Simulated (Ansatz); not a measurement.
# CH4BI: vertical ionisation energy

The task here is to estimate one member of a computed series from the others.

Method: unrestricted cation, the program's frozen cores in correlated methods; program: Ansatz 0.2.0, Gaussian basis.

Levels to be run: UKS PBE-D4/def2-TZVPP; UKS r2SCAN-D4/def2-TZVPP; UKS PBE0-D4/def2-TZVPP; UKS B3LYP-D4/def2-TZVPP; UKS wB97X-V/def2-TZVPP; UKS wB97M-V/def2-TZVPP; UKS B2PLYP/def2-TZVPP; UHF-CCSD(T)/def2-TZVPP; UHF-CCSD(T)/def2-QZVPP; extrapolation to the limit; then −ε(HOMO) from the neutral's earlier runs with LDA (SPW92), PBE-D4, revPBE-D4, BLYP-D4, r2SCAN-D4, B97M-V, PBE0-D4, B3LYP-D4, r2SCANh-D4, r2SCAN0-D4, HSE06-D4, BHLYP-D4, CAM-B3LYP-D4, LC-ωPBE, ωB97X-V, ωB97M-V.

## Structure used throughout

An earlier PBE0-D4 in a triple-zeta def2 set relaxation fixed the geometry. I takes the def2 core potential; no spin-orbit term is included.

SMILES `CBI`, 7 atoms, charge 0, spin multiplicity 1.

Atoms are counted from 1 here; the program's logs count them from 0.

Bond lengths: C1–B2 1.545 Å, C1–H4 1.089 Å, C1–H5 1.098 Å, C1–H6 1.097 Å, B2–I3 2.124 Å, B2–H7 1.192 Å. Angles: B2–C1–H4 115.8°, B2–C1–H5 108.6°, B2–C1–H6 109.0°, H4–C1–H5 109.0°, H4–C1–H6 109.2°, H5–C1–H6 104.8°, C1–B2–I3 122.2°, C1–B2–H7 123.2°, I3–B2–H7 114.6°.

Set-up of the first run:

Input file in.yaml:

```yaml
crystal:
  periodic: [false, false, false]
  atoms:
    - {symbol: C, position_ang: [-0.639029, 0.008700, -0.392384]}
    - {symbol: B, position_ang: [0.712331, -0.201940, 0.327351]}
    - {symbol: I, position_ang: [1.547998, 1.262992, 1.618049]}
    - {symbol: H, position_ang: [-1.146962, 0.948578, -0.180482]}
    - {symbol: H, position_ang: [-0.474824, -0.072082, -1.474993]}
    - {symbol: H, position_ang: [-1.308304, -0.825807, -0.147344]}
    - {symbol: H, position_ang: [1.369988, -1.188441, 0.204202]}
basis:
  gaussian: {orbitals: def2-TZVPP}
total_charge: 1
magnetization: {spin_polarized: true, initial_magnetization: 1}
hamiltonian: {xc: pbe, dispersion: d4}
```

Run with:

```
$ ansatz run in.yaml --threads 2 --pin off --events-out ev --progress --plain --max-ram 20480MiB --backend cpu
```

Steps of the session up to this table: Cation, UKS PBE-D4/def2-TZVPP; Cation, UKS r2SCAN-D4/def2-TZVPP; Cation, UKS PBE0-D4/def2-TZVPP; Cation, UKS B3LYP-D4/def2-TZVPP; Cation, UKS wB97X-V/def2-TZVPP; Cation, UKS wB97M-V/def2-TZVPP; Cation, UKS B2PLYP (frozen core)/def2-TZVPP; Cation, UHF-CCSD(T)/def2-TZVPP; Cation, UHF-CCSD(T)/def2-QZVPP.

One table of the session follows, with a row left open; its other results are not shown here.

For comparison, −ε(HOMO) of the neutral from earlier runs:

| functional | −ε(HOMO) (eV) |
| --- | --- |
| LDA (SPW92) | 6.39 |
| PBE-D4 | 6.25 |
| revPBE-D4 | 6.20 |
| BLYP-D4 | 6.08 |
| r2SCAN-D4 | 6.50 |
| B97M-V | 6.52 |
| PBE0-D4 | 7.37 |
| B3LYP-D4 | 7.14 |
| r2SCANh-D4 | 6.92 |
| r2SCAN0-D4 | 7.55 |
| HSE06-D4 | 6.98 |
| BHLYP-D4 | 8.34 |
| CAM-B3LYP-D4 | 8.63 |
| LC-ωPBE | 9.96 |
| ωB97X-V | 9.63 |
| ωB97M-V | ? |

Estimate the missing values for ωB97M-V.

The run gave: −ε(HOMO) (eV): 9.52. In the column «−ε(HOMO) (eV)» it lies between CAM-B3LYP-D4 (8.63) and ωB97X-V (9.63).

Caveats from the session: The cation may have settled in a state other than its lowest; no search over hole states beyond the program's own was made.
